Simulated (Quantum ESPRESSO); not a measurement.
## B2Pd3: Wannier functions under several settings

```
B Pd
1.0
     4.08200    0.00000    0.00000
     0.00000    4.08200    0.00000
     0.00000    0.00000    4.08200
B Pd
2 3
Direct
  0.00000 0.00000 0.00000
  0.50000 0.50000 0.50000
  0.00000 0.50000 0.50000
  0.50000 0.00000 0.50000
  0.50000 0.50000 0.00000
```

The cell was built by a generator and needn't be a form met in nature.

All runs used Quantum ESPRESSO 7.5; potentials GBRV 1.5 LDA; k mesh 6 × 6 × 6; given cell; no spin polarisation; cutoff 612 eV; occupations fermi-dirac, width 0.05 eV.

| level | start | Wannier mesh | spread a function (Å²) | RMS miss of the bands (meV) |
| --- | --- | --- | --- | --- |
| LDA | atomic projections with disentanglement | 4 × 4 × 4 | ? | ? |
| LDA | atomic projections with disentanglement, not minimised | 4 × 4 × 4 | 1.42 | 8 |
| LDA | SCDM with an erfc weight | 4 × 4 × 4 | 2.50 | 23 |

Question: What stands in the row left open?

Answer: Spread a function 1.07 Å²; RMS miss of the bands 6 meV.

Caveats: the Wannier minimisation didn't converge (some runs).

For the row left open. Caveat: the Wannier minimisation didn't converge.
